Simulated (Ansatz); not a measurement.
# H₇NSSi₂: one species, many methods

An exercise on one series of results from a longer session: the logs are not shown, and one member is left open.

Program: Ansatz 0.2.0, Gaussian basis. Level of theory: functionals in def2-TZVPP, the program's frozen cores in correlated methods. These are calculated values, not measurements.

The runs, in order: PBE-D4, r2SCAN-D4, PBE0-D4, B3LYP-D4, ωB97X-V, ωB97M-V, B2PLYP; CCSD(T)/def2-TZVPP; MP2/def2-QZVPP; extrapolation to the limit.

## The geometry

All runs share one geometry, relaxed beforehand with PBE0-D4 in a triple-zeta def2 set.

SMILES `N[SiH2]S[SiH3]`, 11 atoms, charge 0, spin multiplicity 1.

Atoms are counted from 1 here; the program's logs count them from 0.

Bond lengths: N1–Si2 1.707 Å, N1–H5 1.007 Å, N1–H6 1.007 Å, Si2–S3 2.154 Å, Si2–H7 1.482 Å, Si2–H8 1.486 Å, S3–Si4 2.132 Å, Si4–H9 1.485 Å, Si4–H10 1.483 Å, Si4–H11 1.486 Å. Angles: Si2–N1–H5 120.7°, Si2–N1–H6 119.6°, H5–N1–H6 111.3°, N1–Si2–S3 113.7°, N1–Si2–H7 106.6°, N1–Si2–H8 110.2°, S3–Si2–H7 109.3°, S3–Si2–H8 106.2°, H7–Si2–H8 110.9°, Si2–S3–Si4 97.2°, S3–Si4–H9 111.2°, S3–Si4–H10 106.5°, S3–Si4–H11 111.3°, H9–Si4–H10 109.8°, H9–Si4–H11 108.5°, H10–Si4–H11 109.5°.

The first run:

in.yaml reads:

```yaml
crystal:
  periodic: [false, false, false]
  atoms:
    - {symbol: N, position_ang: [-1.301480, 2.111637, 0.143624]}
    - {symbol: Si, position_ang: [-0.225630, 0.909736, -0.414066]}
    - {symbol: S, position_ang: [0.880122, -0.059909, 1.159445]}
    - {symbol: Si, position_ang: [0.968598, -1.995994, 0.270525]}
    - {symbol: H, position_ang: [-2.046918, 1.880105, 0.780439]}
    - {symbol: H, position_ang: [-0.963132, 3.046871, 0.301650]}
    - {symbol: H, position_ang: [0.721066, 1.582094, -1.335157]}
    - {symbol: H, position_ang: [-0.976389, -0.164336, -1.115116]}
    - {symbol: H, position_ang: [-0.375132, -2.627193, 0.224569]}
    - {symbol: H, position_ang: [1.876046, -2.808151, 1.117591]}
    - {symbol: H, position_ang: [1.508250, -1.931861, -1.112905]}
basis:
  gaussian: {orbitals: def2-TZVPP}
hamiltonian: {xc: pbe, dispersion: d4}
output: {forces: true, orbitals: {seedname: orbitals}}
```

Command:

```console
$ ansatz run in.yaml --threads 4 --pin off --events-out ev --progress --plain --max-ram 10444MiB
```

Among the steps run: PBE-D4 (GGA); r2SCAN-D4 (meta-GGA); PBE0-D4 (hybrid); B3LYP-D4 (hybrid); ωB97X-V (range-separated); ωB97M-V (range-separated); B2PLYP (double hybrid); CCSD(T) in def2-TZVPP; MP2 in def2-QZVPP.

One of the session's tables, all rows but one given; the rest of the session is left out.

```
            method  atomisation energy (eV)
            PBE-D4                   35.858
         r2SCAN-D4                   35.853
           PBE0-D4                   35.575
          B3LYP-D4                   35.922
           ωB97X-V                   36.285
           ωB97M-V                   36.130
            B2PLYP                   35.385
     HF/def2-TZVPP                        ?
    MP2/def2-TZVPP                   34.928
   CCSD/def2-TZVPP                   34.436
CCSD(T)/def2-TZVPP                   34.873
           MP2/CBS                   36.082
       CCSD(T)/CBS                   36.028
```

Q: Estimate the row for HF/def2-TZVPP from the others.

The run gave: atomisation energy (eV): 26.154. In the column «atomisation energy (eV)» it is the lowest.
